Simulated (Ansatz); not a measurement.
# BiSb: the order of phases at one pressure

Which of rocksalt, CsCl, zincblende, anti NiAs, WC has the lowest enthalpy for BiSb at one common pressure? Methods of the runs shown: LAPW. Companion runs by PAW are cited.

Program: Ansatz 0.2.0. Level of theory: DFT, LDA, all-electron LAPW, scalar-relativistic. These are calculated values, not measurements.

## Step 1: Starting point

Symmetry: Fm-3m, No. 225, cubic system. Conventional cell: a = 5.709 Å, b = 5.709 Å, c = 5.709 Å, α = 90.00°, β = 90.00°, γ = 90.00°. Sb (site symmetry m-3m) has 6 Bi at 2.85 Å in its first shell of neighbours. Around Bi (site symmetry m-3m) lie 6 Sb at 2.85 Å.

Structure file:

```cif
data_structure
_symmetry_space_group_name_H-M 'Fm-3m'
_symmetry_Int_Tables_number 225
_cell_length_a 5.7090
_cell_length_b 5.7090
_cell_length_c 5.7090
_cell_angle_alpha 90.000
_cell_angle_beta 90.000
_cell_angle_gamma 90.000
_cell_volume 186.08
loop_
_atom_site_label
_atom_site_type_symbol
_atom_site_symmetry_multiplicity
_atom_site_Wyckoff_symbol
_atom_site_fract_x
_atom_site_fract_y
_atom_site_fract_z
_atom_site_occupancy
Sb1 Sb 4 a 0.00000 0.00000 0.00000 1
Bi1 Bi 4 b 0.50000 0.00000 0.00000 1
```

The file gives the conventional cell by its symmetry; the runs use the cell typed in the input.

Atoms are numbered in the order of the input: Sb1, Bi2.

## Step 2: Rocksalt relaxed under pressure, LAPW

Contents of input.yaml:

```yaml
crystal:
  lattice:
    - [0.0, 2.8545244979, 2.8545244979]
    - [2.8545244979, 0.0, 2.8545244979]
    - [2.8545244979, 2.8545244979, 0.0]
  atoms:
    - { symbol: Sb, position: [0.0, 0.0, 0.0] }
    - { symbol: Bi, position: [0.5, 0.5, 0.5] }
kpoints:
  mp_grid: { grid: [12, 12, 12] }
scf:
  occupations: { method: fermi_dirac, width: 0.1 }
hamiltonian:
  xc: lda
  pseudopotentials: { kind: all_electron, lapw: { basis_error: 0.0005 } }
output:
  forces: true
  stress: true
  eigenvalues: true
relax:
  f_tol: 0.005
  max_steps: 12
  cell: { p_target: 31.0, stress_tol: 0.03 }
```

Launch:

```bash
> ansatz run input.yaml --threads 1 --pin off --max-ram 3584MiB --backend cpu --events-out ev --progress --plain --runs-dir out
```

After this run come: CsCl relaxed under pressure, LAPW; Zincblende relaxed under pressure, LAPW; Anti NiAs at the cell that PAW relaxed, LAPW; WC relaxed under pressure, LAPW.

**Question.** What will these runs give? Wanted: pressure; lowest (for each run or level that gives them).

The runs gave:

| quantity | value |
| --- | --- |
| pressure | 31 GPa |
| lowest (LAPW) | CsCl, 51.5 meV/atom under WC |
| lowest (PAW) | CsCl, 51.6 meV/atom under WC |

What this shows: By LAPW the order is CsCl < WC < anti NiAs < rocksalt < zincblende. By PAW the order is CsCl < WC < anti NiAs < rocksalt < zincblende. The methods agree on the lowest phase. Only these structures were tried, with electrons smeared by 0.1 eV and without vibrations, so the true ground state may be another. The k meshes differ between phases and weren't tested, which can move differences by some meV. Spin-orbit coupling is left out, though the cell holds Bi; in elements this heavy it can shift bands and gaps by tenths of an eV.
